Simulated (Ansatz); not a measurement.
# AlAs+ (doublet): the correlation ladder at distance Al1–As2 = 2.491 Å, cc-pVDZ

How much of the correlation energy of AlAs+ (doublet) does each wave-function method recover here?

Computed with Ansatz 0.2.0, Gaussian basis. Level: cc-pVDZ, core rule «outside noble gas», up to 19 orbitals frozen.

Plan: UHF; CCSD(T) on ROHF; CCSD(T) on UHF; BCCD(T) on ROHF; CISD; CCSDT(Q) on ROHF; CCSDT(Q) on UHF; CASSCF and MRCISD+Q, 3 electrons in 3 orbitals; CASSCF and NEVPT2, 3 electrons in 3 orbitals; CASSCF and MRCISD+Q, 7 electrons in 8 orbitals; CASSCF and NEVPT2, 7 electrons in 8 orbitals; Full CI.

28 further runs of the same task are left out: 8 for a known fault of the program, 13 that didn't finish, 7 set aside as unsound or not needed.

### 1 The system

The geometry derives from a PBE0/def2-TZVP stationary point (not a proven minimum). One bond is set to the value named and the two fragments are kept rigid. No spin-orbit coupling is included. The filled d shell of As may be among the frozen orbitals whatever the setting's name suggests; the logs give the count.

2 atoms, charge 1, spin multiplicity 2.

Atoms are counted from 1 here; the program's logs count them from 0.

Bond lengths: Al1–As2 2.491 Å.

### 2 UHF

The input, in.yaml:

```yaml
crystal:
  periodic: [false, false, false]
  atoms:
    - {symbol: Al, position_ang: [0.000000, 0.000000, 0.000000]}
    - {symbol: As, position_ang: [0.000000, 0.000000, 2.491200]}
basis:
  gaussian: {orbitals: cc-pVDZ}
total_charge: 1
magnetization: {spin_polarized: true, initial_magnetization: 1}
hamiltonian: {xc: hf}
output: {orbitals: {seedname: orbitals}}
```

Run with:

```bash
ansatz run in.yaml --threads 1 --pin off --events-out ev --progress --plain --max-ram 2393MiB
```

The runs that follow: CCSD(T) on ROHF; CCSD(T) on UHF; BCCD(T) on ROHF; CISD; CCSDT(Q) on ROHF; CCSDT(Q) on UHF; CASSCF and MRCISD+Q, 3 electrons in 3 orbitals; CASSCF and NEVPT2, 3 electrons in 3 orbitals; CASSCF and MRCISD+Q, 7 electrons in 8 orbitals; CASSCF and NEVPT2, 7 electrons in 8 orbitals; Full CI.

Before running them: what should the planned runs give, taken together? Wanted: FCI below the RHF energy; RMP2 from FCI; RCCSD from FCI; RCCSD(T) from FCI; RCCSDT(Q) from FCI; NEVPT2 pair from FCI; MRCISD+Q pair from FCI; NEVPT2 valence from FCI; T1 diagnostic.

As calculated:

| quantity | value |
| --- | --- |
| FCI below the RHF energy | -4.5561 eV |
| RMP2 from FCI | +38.57 kcal/mol |
| RCCSD from FCI | +13.79 kcal/mol |
| RCCSD(T) from FCI | +4.32 kcal/mol |
| RCCSDT(Q) from FCI | -0.24 kcal/mol |
| NEVPT2 pair from FCI | +17.96 kcal/mol |
| MRCISD+Q pair from FCI | -0.27 kcal/mol |
| NEVPT2 valence from FCI | +13.37 kcal/mol |
| levels within 1 kcal/mol (43 meV) | RCCSDT, RCCSDT(Q), MRCISD+Q pair |
| T1 diagnostic | 0.178 |
| effectively unpaired electrons | 3.06 |

**Reading.** RCCSD(T) lands +4.32 kcal/mol from the yardstick (4.1 % of the correlation energy). RCCSDT(Q), MRCISD+Q pair fall below full CI, which methods that aren't variational can do. The occupations show strong static correlation (3.1 unpaired electrons where one determinant has 1). Of the multireference levels listed MRCISD+Q pair comes nearest in total energy (-0.27 kcal/mol), which doesn't show that its space is the better one. These misses are within one basis, not against nature.
